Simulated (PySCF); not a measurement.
**PbN+: bond curves at several levels of theory**

One job finds the state of PbN+, follows it along the bond with each method and fits the curves.

Method: Pb aug-cc-pVDZ-PP with ECP60, N aug-cc-pVDZ, scalar-relativistic core potentials; program: PySCF 2.14.0.

## (1) Input

Settings of the job:

```json
{"atoms": "Pb, N", "charge": "1", "basis": "Pb aug-cc-pVDZ-PP with ECP60, N aug-cc-pVDZ", "Hamiltonian": "scalar-relativistic core potentials", "basis functions": "55", "electrons treated": "28", "masses in u": "207.9766, 14.0031", "levels": "PBE0, PBE, r²SCAN, r²SCAN0, BLYP, LDA, LC-ωPBE, HF, MP2, SCS-MP2", "grid": "80 radial by 434 angular points", "occupations": "held fixed by the projection of orbital angular momentum", "dissociation limit": "Pb+ + N, each in its ground configuration", "starting distance in angstrom": "2.150", "values of 2S to try": "0, 2, 4"}
```

Launch:

```bash
$ OMP_NUM_THREADS=1 python dia.py task.json out
```

Further steps of the session: The PBE0 curve of the state that the search chose; Other states along the same grid; PBE (GGA); r²SCAN; r²SCAN0 (hybrid meta-GGA); BLYP (GGA); LDA; LC-ωPBE; ROHF (mean field).

Q: Predict the outcome of this session. Wanted: for each run, Re; ωe; De; μ.

**Answer**, as computed:

Lowest PBE0 solution found, without spin–orbit coupling: ³Σ⁻ (triplet), unpaired electrons π ↑↑. State 2 has its PBE0 minimum 0.54 eV higher, as a spin-mixed determinant (⟨S²⟩ = 1.00), so this is no gap between pure states. State 3 has its PBE0 minimum 0.58 eV higher. The other levels ran on the lowest alone.

| level | Re (Å) | ωe (cm⁻¹) | De (eV) | μ (D) |
| --- | --- | --- | --- | --- |
| ROHF | 2.211 | 535 | -0.50 | -2.45 |
| ROHF-MP2 | 2.233 | 508 | 0.90 | n/a |
| ROHF-SCS-MP2 | 2.244 | 493 | 0.90 | n/a |
| LDA | 2.233 | 500 | 2.21 | -1.48 |
| PBE | 2.265 | 480 | 1.88 | -1.69 |
| BLYP | 2.284 | 466 | 1.84 | -1.72 |
| r²SCAN | 2.249 | 484 | 1.44 | -1.81 |
| PBE0 | 2.235 | 500 | 1.44 | -1.95 |
| r²SCAN0 | 2.231 | 491 | 1.13 | -1.98 |
| LC-ωPBE | 2.201 | 534 | 1.24 | -2.13 |

De is counted to Pb+ + N in their ground configurations. A positive dipole points from Pb to N; in an ion it is taken about the centre of mass and does not tell which atom is negative.

**Reading.** Bond lengths run from 2.201 Å (LC-ωPBE) to 2.284 Å (BLYP). Among the levels with a De in the table, it runs from -0.50 eV (ROHF) to 2.21 eV (LDA).

Correlated steps freeze 5 core orbitals. These are scalar-relativistic numbers at best; spin–orbit coupling would shift them, the dissociation energy most. A negative De means that the minimum lies above the separated atoms at that level. With spin–orbit coupling the term label itself may not hold.
